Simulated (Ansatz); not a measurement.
# C2H6F2HfO2: basis-set convergence

Aim: see how fast density functionals converge with the basis set for C2H6F2HfO2.

The runs use Ansatz 0.2.0, Gaussian basis; one geometry, several basis sets.

Plan: PBE0-D4/def2-SVP; ωB97M-V/def2-SVP; PBE0-D4/def2-QZVPP; ωB97M-V/def2-QZVPP; the functionals' def2-TZVPP values are taken from earlier runs.

### Step 1. Structure used throughout

An earlier PBE0-D4 in a triple-zeta def2 set relaxation fixed the geometry. Hf takes the def2 core potential; no spin-orbit term is included.

SMILES `C[O][Hf]([F])([F])[O]C`, 13 atoms, charge 0, spin multiplicity 1.

Atoms are counted from 1 here; the program's logs count them from 0.

Bond lengths: C1–O2 1.390 Å, C1–H8 1.094 Å, C1–H9 1.095 Å, C1–H10 1.095 Å, O2–Hf3 1.907 Å, Hf3–F4 1.921 Å, Hf3–F5 1.921 Å, Hf3–O6 1.907 Å, O6–C7 1.390 Å, C7–H11 1.094 Å, C7–H12 1.095 Å, C7–H13 1.095 Å. Angles: O2–C1–H8 110.4°, O2–C1–H9 110.7°, O2–C1–H10 110.4°, H8–C1–H9 108.4°, H8–C1–H10 108.4°, H9–C1–H10 108.4°, C1–O2–Hf3 175.7°, O2–Hf3–F4 109.2°, O2–Hf3–F5 109.1°, O2–Hf3–O6 111.0°, F4–Hf3–F5 109.3°, F4–Hf3–O6 109.2°, F5–Hf3–O6 109.1°, Hf3–O6–C7 175.7°, O6–C7–H11 110.4°, O6–C7–H12 110.4°, O6–C7–H13 110.7°, H11–C7–H12 108.4° and more.

Coordinates:

```
C     0.08582   -2.42327    1.25804
O    -0.53960   -1.35902    0.61854
Hf   -1.26892    0.16484   -0.26617
F    -2.15611   -0.40355   -1.87240
F    -2.54111    1.01700    0.89357
O     0.10067    1.41327   -0.71599
C     1.16714    2.25996   -0.99637
H    -0.17613   -3.36774    0.77099
H     1.17405   -2.30749    1.22638
H    -0.22651   -2.47586    2.30572
H     1.17544    2.52345   -2.05860
H     1.08660    3.18171   -0.41172
H     2.11865    1.77670   -0.75200
```

### Step 2. PBE0-D4 in def2-SVP

Input file in.yaml:

```yaml
crystal:
  periodic: [false, false, false]
  atoms:
    - {symbol: C, position_ang: [0.085819, -2.423267, 1.258038]}
    - {symbol: O, position_ang: [-0.539596, -1.359019, 0.618540]}
    - {symbol: Hf, position_ang: [-1.268917, 0.164835, -0.266174]}
    - {symbol: F, position_ang: [-2.156110, -0.403552, -1.872396]}
    - {symbol: F, position_ang: [-2.541109, 1.016997, 0.893568]}
    - {symbol: O, position_ang: [0.100667, 1.413273, -0.715992]}
    - {symbol: C, position_ang: [1.167143, 2.259957, -0.996369]}
    - {symbol: H, position_ang: [-0.176134, -3.367739, 0.770991]}
    - {symbol: H, position_ang: [1.174047, -2.307494, 1.226381]}
    - {symbol: H, position_ang: [-0.226511, -2.475862, 2.305721]}
    - {symbol: H, position_ang: [1.175442, 2.523455, -2.058601]}
    - {symbol: H, position_ang: [1.086600, 3.181711, -0.411719]}
    - {symbol: H, position_ang: [2.118650, 1.776704, -0.751998]}
basis:
  gaussian: {orbitals: def2-SVP}
hamiltonian: {xc: pbe0, dispersion: d4}
output: {orbitals: {seedname: orbitals}}
```

Started as:

```console
$ ansatz run in.yaml --threads 2 --pin off --events-out ev --progress --plain --max-ram 32768MiB --backend cpu
```

Further steps of the session: ωB97M-V in def2-SVP; PBE0-D4 in def2-QZVPP; ωB97M-V in def2-QZVPP.

**Question.** What will the summary of the whole plan be? Wanted: PBE0-D4: double and triple zeta above quadruple; ωB97M-V: double and triple zeta above quadruple.

**Answer**, as computed:

```
                                       quantity           value
PBE0-D4: double and triple zeta above quadruple  15.08, 0.66 eV
ωB97M-V: double and triple zeta above quadruple  15.46, 0.63 eV
```

**Reading.** PBE0-D4 gains 14.42 eV from double to triple zeta, then 0.66 eV more. These are total energies; as a rule much of such shifts cancels in differences, which this series doesn't test. The LUMO of ωB97M-V is positive and keeps falling with the basis (1.11 to 0.53 eV): an unbound level that the basis holds in place.
